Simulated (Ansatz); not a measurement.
**SiGeH₂ (singlet): relaxing a cheap start**

Aim: relax a generated start of SiGeH₂ (singlet) and see which bonds hold.

Computed with Ansatz 0.2.0, Gaussian basis. Level: RKS PBE0/def2-TZVP.

## 1. Starting geometry

4 atoms, charge 0, spin multiplicity 1.

Atoms are counted from 1 here; the program's logs count them from 0.

Bond lengths: Si1–Ge2 2.280 Å, Ge2–H3 1.604 Å, Ge2–H4 1.617 Å. Angles: Si1–Ge2–H3 89.0°, Si1–Ge2–H4 177.3°, H3–Ge2–H4 93.7°.

The start was built by rule and, where that kept it together, relaxed with GFN2-xTB. Sticks and bond lists go by distance. No spin-orbit coupling is included. 

## 2. The run

Input file in.yaml:

```yaml
crystal:
  periodic: [false, false, false]
  atoms:
    - {symbol: Si, position_ang: [-1.537999, 0.656693, -0.002311]}
    - {symbol: Ge, position_ang: [0.550691, -0.257344, 0.000902]}
    - {symbol: H, position_ang: [1.168682, 1.222765, -0.004052]}
    - {symbol: H, position_ang: [1.999439, -0.974839, 0.003413]}
basis:
  gaussian: {orbitals: def2-TZVP}
hamiltonian: {xc: pbe0}
relax: {f_tol: 0.004, max_steps: 80}
```

The run is started by

```console
$ ansatz run in.yaml --threads 1 --pin off --events-out ev --progress --plain --max-ram 1740MiB
```

What does the calculation give? Wanted: energy gained; shift from the start; total energy; dipole moment.

The runs gave:

| quantity | value |
| --- | --- |
| steps | 11 |
| energy gained | 0.667 eV |
| shift from the start (rms) | 0.411 Å |
| total energy | -64415.6393 eV |
| dipole moment | 1.05 D |

What this shows: By distance, Si1–H3 formed. Si1–H3 went from 2.765 to 1.691 Å. No vibrations were run, so this is a stationary point, not a proven minimum, and this spin need not be the ground state's.
